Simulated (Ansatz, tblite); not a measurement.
# B6As5 wurtzite ring sphere (B6As5H18−): a ladder of methods and basis sets

The task here is to estimate one member of a computed series from the others.

Computed with Ansatz 0.2.0, Gaussian basis. Level: as each input shows.

Levels to be run: GFN1-xTB, GFN2-xTB, PBE-D4/def2-TZVP, r2SCAN-D4/def2-TZVP, B3LYP-D4/def2-TZVP, PBE-QIDH/def2-TZVP, LDA/def2-TZVP, PBE-D4/def2-SVP, PBE0-D4/def2-SVP, HF/STO-3G, HF/6-31G, B3LYP-D4/6-31G, MP2/def2-TZVP, RPA/def2-TZVP.

**The structure**

The geometry is that of the singlet, from an earlier relaxation (PBE-D4/def2-SVP).

29 atoms, charge -1, spin multiplicity 1.

Bond lengths: B1–As2 2.072 Å, B1–As7 2.078 Å, B1–H12 1.232 Å, B1–H13 1.228 Å, As2–B4 2.096 Å, As2–B5 2.072 Å, As2–H14 1.532 Å, As3–B4 2.063 Å, As3–B8 2.060 Å, As3–H15 1.524 Å, As3–H16 1.534 Å, B4–As6 2.062 Å, B4–H17 1.222 Å, B5–As10 2.078 Å, B5–H18 1.228 Å, B5–H19 1.232 Å, As6–B11 2.060 Å, As6–H20 1.524 Å and more. Angles: As2–B1–As7 103.7°, As2–B1–H12 110.0°, As2–B1–H13 107.7°, As7–B1–H12 110.3°, As7–B1–H13 110.1°, H12–B1–H13 114.5°, B1–As2–B4 111.2°, B1–As2–B5 114.2°, B1–As2–H14 108.4°, B4–As2–B5 111.2°, B4–As2–H14 102.7°, B5–As2–H14 108.4°, B4–As3–B8 121.0°, B4–As3–H15 105.0°, B4–As3–H16 107.5°, B8–As3–H15 112.0°, B8–As3–H16 111.2°, H15–As3–H16 97.4° and more.

The ion is computed in the gas phase, without counter-ions or solvent.

PBE0-D4/def2-TZVP was run before; its log isn't repeated, and its numbers join the tables.

Set-up of the first run:

Tight binding, by tblite at 300 K electronic temperature and without a spin-polarisation term:

```python
tblite.interface.Calculator('GFN1-xTB', numbers, positions, charge=-1, uhf=0).singlepoint()
```

Tight binding, by tblite at 300 K electronic temperature and without a spin-polarisation term:

```python
tblite.interface.Calculator('GFN2-xTB', numbers, positions, charge=-1, uhf=0).singlepoint()
```

start.molden holds the orbitals of an earlier run on this state, given as this run's starting guess.

in.yaml reads:

```yaml
crystal:
  periodic: [false, false, false]
  atoms:
    - {symbol: B, position_ang: [0.139562, -1.928648, -1.679691]}
    - {symbol: As, position_ang: [-1.476113, -0.852860, -0.955061]}
    - {symbol: As, position_ang: [0.192067, -1.817882, 1.787388]}
    - {symbol: B, position_ang: [-1.528991, -0.883382, 1.140008]}
    - {symbol: B, position_ang: [-1.601387, 1.084263, -1.679386]}
    - {symbol: As, position_ang: [-1.480710, 1.074249, 1.787247]}
    - {symbol: As, position_ang: [1.786991, -0.896890, -0.945902]}
    - {symbol: B, position_ang: [2.042154, -1.235851, 1.093433]}
    - {symbol: B, position_ang: [1.875348, 1.084183, -1.538932]}
    - {symbol: As, position_ang: [0.114920, 1.996353, -0.944998]}
    - {symbol: B, position_ang: [-0.050615, 2.385008, 1.094846]}
    - {symbol: H, position_ang: [0.117936, -3.074743, -1.228915]}
    - {symbol: H, position_ang: [0.112573, -1.862147, -2.905127]}
    - {symbol: H, position_ang: [-2.760856, -1.595215, -1.335448]}
    - {symbol: H, position_ang: [-0.058919, -3.304737, 1.565917]}
    - {symbol: H, position_ang: [0.157117, -1.837297, 3.320720]}
    - {symbol: H, position_ang: [-2.508842, -1.450386, 1.600985]}
    - {symbol: H, position_ang: [-1.556751, 1.028076, -2.904820]}
    - {symbol: H, position_ang: [-2.605384, 1.637626, -1.228846]}
    - {symbol: H, position_ang: [-2.893813, 1.599520, 1.563660]}
    - {symbol: H, position_ang: [-1.517023, 1.053877, 3.320535]}
    - {symbol: H, position_ang: [3.001304, -1.573700, -1.584719]}
    - {symbol: H, position_ang: [2.815206, -2.162620, 1.316381]}
    - {symbol: H, position_ang: [2.309100, -0.200259, 1.689677]}
    - {symbol: H, position_ang: [1.891617, 1.093975, -2.769196]}
    - {symbol: H, position_ang: [2.834395, 1.638209, -1.006680]}
    - {symbol: H, position_ang: [0.134395, 3.386887, -1.582762]}
    - {symbol: H, position_ang: [0.979463, 2.096106, 1.690419]}
    - {symbol: H, position_ang: [-0.464724, 3.518285, 1.319236]}
basis:
  gaussian: {orbitals: def2-TZVP, fitting: {mean_field: def2-universal-jkfit}, initial_orbitals: start.molden}
total_charge: -1
hamiltonian: {xc: pbe, dispersion: d4}
scf: {omitted_lower_state_checks: [starts]}
output: {orbitals: {seedname: orbitals}}
```

Command:

```sh
$ ansatz run in.yaml --threads 2 --pin off --events-out ev --progress --plain --max-ram 32768MiB --backend cuda --devices 0, --max-vram 18GiB
```

Among the steps run: PBE-D4/def2-TZVP; r2SCAN-D4/def2-TZVP; B3LYP-D4/def2-TZVP; PBE-QIDH/def2-TZVP; LDA/def2-TZVP; PBE-D4/def2-SVP; PBE0-D4/def2-SVP; HF/STO-3G; HF/6-31G; B3LYP-D4/6-31G; MP2/def2-TZVP; RPA/def2-TZVP.

One of the session's tables, all rows but one given; the rest of the session is left out.

| level | HOMO (eV) | LUMO (eV) | gap (eV) |
| --- | --- | --- | --- |
| HF/STO-3G | ? | ? | ? |
| HF/6-31G | -5.87 | 6.48 | 12.35 |
| LDA/def2-TZVP | -2.63 | 1.52 | 4.16 |
| PBE-D4/def2-SVP | -2.38 | 2.05 | 4.43 |
| PBE-D4/def2-TZVP | -2.53 | 1.73 | 4.26 |
| r2SCAN-D4/def2-TZVP | -2.75 | 1.99 | 4.74 |
| B3LYP-D4/6-31G | -3.16 | 3.12 | 6.29 |
| B3LYP-D4/def2-TZVP | -3.41 | 2.27 | 5.68 |
| PBE0-D4/def2-SVP | -3.48 | 2.81 | 6.30 |
| PBE0-D4/def2-TZVP | -3.57 | 2.49 | 6.06 |

Estimate the missing values for HF/STO-3G.

**Answer.** HOMO (eV): -3.54; LUMO (eV): 12.63; gap (eV): 16.17. In the column «HOMO (eV)» it lies between PBE0-D4/def2-TZVP (-3.57) and PBE0-D4/def2-SVP (-3.48).
